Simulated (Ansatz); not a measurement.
# ClH5MgOSi: the cost of one run

Program: Ansatz 0.2.0. Level of theory: RKS B3LYP-D4/def2-SVP. These are calculated values, not measurements.

## (1) Starting point

Bond lengths: Mg1–Cl3 2.122 Å, Mg1–O5 2.417 Å, O5–Si6 1.601 Å, Si6–H7 1.471 Å, Si6–H8 1.472 Å, Si6–H9 1.468 Å. Angles: Cl3–Mg1–O5 144.7°, Mg1–O5–Si6 169.5°, O5–Si6–H7 108.0°, O5–Si6–H8 109.0°, O5–Si6–H9 108.3°, H7–Si6–H8 109.7°, H7–Si6–H9 110.9°, H8–Si6–H9 110.8°.

As a file:

```xyz
9

Mg   -1.1505   -1.0010   -1.7965
H     1.0697   -0.5440   -1.7771
Cl   -3.0263   -1.6561   -2.5429
H     0.7648   -0.2105   -0.9030
O    -0.0314    0.0731    0.0576
Si    0.4779    0.6969    1.4416
H     1.3446    1.8443    1.1309
H     1.2465   -0.3231    2.1737
H    -0.6954    1.1203    2.2158
```

## (2) A restrained relaxation towards end A

Springs on the bonds that form and break draw the guess towards this end; the thresholds are loose.

input.yaml

```yaml
crystal:
  periodic: [false, false, false]
  atoms:
    - { symbol: Mg, position_ang: [-1.1505, -1.001, -1.7965] }
    - { symbol: H, position_ang: [1.0697, -0.544, -1.7771] }
    - { symbol: Cl, position_ang: [-3.0263, -1.6561, -2.5429] }
    - { symbol: H, position_ang: [0.7648, -0.2105, -0.903] }
    - { symbol: O, position_ang: [-0.0314, 0.0731, 0.0576] }
    - { symbol: Si, position_ang: [0.4779, 0.6969, 1.4416] }
    - { symbol: H, position_ang: [1.3446, 1.8443, 1.1309] }
    - { symbol: H, position_ang: [1.2465, -0.3231, 2.1737] }
    - { symbol: H, position_ang: [-0.6954, 1.1203, 2.2158] }
basis:
  gaussian: { orbitals: def2-SVP }
hamiltonian:
  xc: b3lyp
  dispersion: d4
relax:
  f_tol: 0.15
  max_steps: 25
  restrain:
    - { distance: [0, 4], at: 3.37, k: 30.0 }
    - { distance: [3, 1], at: 1.92, k: 30.0 }
    - { distance: [0, 1], at: 1.72, k: 30.0 }
    - { distance: [3, 4], at: 0.97, k: 30.0 }
```

The run is started by

```console
> ansatz run input.yaml --threads 2 --pin off --max-ram 3072MiB --backend cpu --events-out ev --progress --plain --runs-dir out
```

Q: Estimate wall time and peak memory on 2 threads of Intel Xeon 6975P-C (Granite Rapids), shared host.

About 16 s, with a peak of 0.2 GiB.
